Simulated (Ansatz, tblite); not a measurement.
**1-ethyl-3-methylimidazolium trifluoroacetate (C₈H₁₁F₃N₂O₂): a ladder of methods and basis sets**

How do method and basis change the picture of 1-ethyl-3-methylimidazolium trifluoroacetate (C₈H₁₁F₃N₂O₂) (singlet)?

Computed with Ansatz 0.2.0, Gaussian basis. Level: as each input shows.

Levels to be run: GFN1-xTB, GFN2-xTB, PBE-D4/def2-TZVP, r2SCAN-D4/def2-TZVP, PBE-D4/def2-SVP, PBE0-D4/def2-SVP, HF/STO-3G, MP2/def2-SVP.

4 further runs of the same task are left out: 4 that didn't finish.

### 1 The relaxed structure

The geometry is that of the singlet, from an earlier relaxation (PBE0-D4/def2-SVP).

SMILES `CCn1cc[n+](C)c1.O=C([O-])C(F)(F)F`, 26 atoms, charge 0, spin multiplicity 1.

Bond lengths: C1–C2 1.516 Å, C1–H9 1.099 Å, C1–H10 1.101 Å, C1–H11 1.100 Å, C2–N3 1.460 Å, C2–H12 1.100 Å, C2–H13 1.101 Å, N3–C4 1.377 Å, N3–C8 1.335 Å, C4–C5 1.363 Å, C4–H14 1.087 Å, C5–N6 1.378 Å, C5–H15 1.087 Å, N6–C7 1.455 Å, N6–C8 1.333 Å, C7–H16 1.106 Å, C7–H17 1.099 Å, C7–H18 1.098 Å and more. Angles: C2–C1–H9 109.7°, C2–C1–H10 111.9°, C2–C1–H11 110.7°, H9–C1–H10 108.0°, H9–C1–H11 107.9°, H10–C1–H11 108.6°, C1–C2–N3 112.5°, C1–C2–H12 111.0°, C1–C2–H13 111.6°, N3–C2–H12 105.9°, N3–C2–H13 107.7°, H12–C2–H13 107.9°, C2–N3–C4 127.6°, C2–N3–C8 122.9°, C4–N3–C8 109.5°, N3–C4–C5 106.5°, N3–C4–H14 122.7°, C5–C4–H14 130.8° and more.

PBE0-D4/def2-TZVP was run before; its log isn't repeated, and its numbers join the tables.

### 2 GFN1-xTB

Tight binding, by tblite at 300 K electronic temperature and without a spin-polarisation term:

```python
tblite.interface.Calculator('GFN1-xTB', numbers, positions, charge=0, uhf=0).singlepoint()
```

Energy -1470.9061 eV, HOMO -10.91 eV, LUMO -8.12 eV; 0.018 s.

### 3 GFN2-xTB

Tight binding, by tblite at 300 K electronic temperature and without a spin-polarisation term:

```python
tblite.interface.Calculator('GFN2-xTB', numbers, positions, charge=0, uhf=0).singlepoint()
```

Energy -1386.1176 eV, HOMO -10.04 eV, LUMO -7.36 eV; 0.013 s.

### 4 PBE-D4/def2-TZVP

start.molden holds the orbitals of an earlier run on this state, given as this run's starting guess.

The input, in.yaml:

```yaml
crystal:
  periodic: [false, false, false]
  atoms:
    - {symbol: C, position_ang: [3.014079, 0.918119, 1.060852]}
    - {symbol: C, position_ang: [2.143564, -0.319511, 0.964764]}
    - {symbol: N, position_ang: [0.777930, -0.078623, 1.421153]}
    - {symbol: C, position_ang: [0.336658, 0.050682, 2.718678]}
    - {symbol: C, position_ang: [-1.003952, 0.288748, 2.650276]}
    - {symbol: N, position_ang: [-1.342605, 0.300227, 1.314965]}
    - {symbol: C, position_ang: [-2.667919, 0.503252, 0.749738]}
    - {symbol: C, position_ang: [-0.249666, 0.079952, 0.584122]}
    - {symbol: H, position_ang: [4.026561, 0.686899, 0.700204]}
    - {symbol: H, position_ang: [3.097667, 1.282079, 2.096504]}
    - {symbol: H, position_ang: [2.608955, 1.727945, 0.436519]}
    - {symbol: H, position_ang: [2.057681, -0.660824, -0.077411]}
    - {symbol: H, position_ang: [2.553242, -1.149740, 1.560045]}
    - {symbol: H, position_ang: [0.997365, -0.044782, 3.576092]}
    - {symbol: H, position_ang: [-1.738528, 0.440019, 3.436584]}
    - {symbol: H, position_ang: [-2.608528, 0.259005, -0.327190]}
    - {symbol: H, position_ang: [-2.979661, 1.547061, 0.895313]}
    - {symbol: H, position_ang: [-3.381485, -0.166467, 1.248055]}
    - {symbol: H, position_ang: [-0.142984, -0.005775, -0.552454]}
    - {symbol: O, position_ang: [-1.981013, -0.384602, -2.115420]}
    - {symbol: C, position_ang: [-0.854296, -0.516284, -2.600624]}
    - {symbol: O, position_ang: [0.265347, -0.323773, -2.067952]}
    - {symbol: C, position_ang: [-0.764704, -0.993550, -4.071611]}
    - {symbol: F, position_ang: [-0.078151, -0.119241, -4.817456]}
    - {symbol: F, position_ang: [-0.126451, -2.170049, -4.147177]}
    - {symbol: F, position_ang: [-1.959106, -1.150758, -4.636551]}
basis:
  gaussian: {orbitals: def2-TZVP, initial_orbitals: start.molden}
hamiltonian: {xc: pbe, dispersion: d4}
scf: {omitted_lower_state_checks: [starts]}
output: {forces: true, orbitals: {seedname: orbitals}}
```

Launch:

```sh
$ ansatz run in.yaml --threads 4 --pin off --events-out ev --progress --plain --max-ram 6963MiB
```

Further steps of the session: r2SCAN-D4/def2-TZVP; PBE-D4/def2-SVP; PBE0-D4/def2-SVP; HF/STO-3G; MP2/def2-SVP.

**Question.** What will the summary of the whole plan be? Wanted: gap in def2-TZVP, named functionals, smallest and largest; correlation energy, MP2/def2-SVP; binding an atom, functionals in def2-TZVP; PBE0 total energy, smallest basis above largest.

As calculated:

| quantity | value |
| --- | --- |
| gap in def2-TZVP, named functionals, smallest and largest | 3.16 eV (PBE-D4), 5.85 eV (PBE0-D4) |
| correlation energy, MP2/def2-SVP | -63.04 eV |
| binding an atom, functionals in def2-TZVP | 4.47 (r2SCAN-D4) to 4.64 eV (PBE-D4) |
| PBE0 total energy, smallest basis above largest | 26.93 eV (def2-SVP, def2-TZVP) |

Over the named functionals in def2-TZVP the gap runs from 3.16 eV (PBE-D4) to 5.85 eV (PBE0-D4); exact exchange widens it.
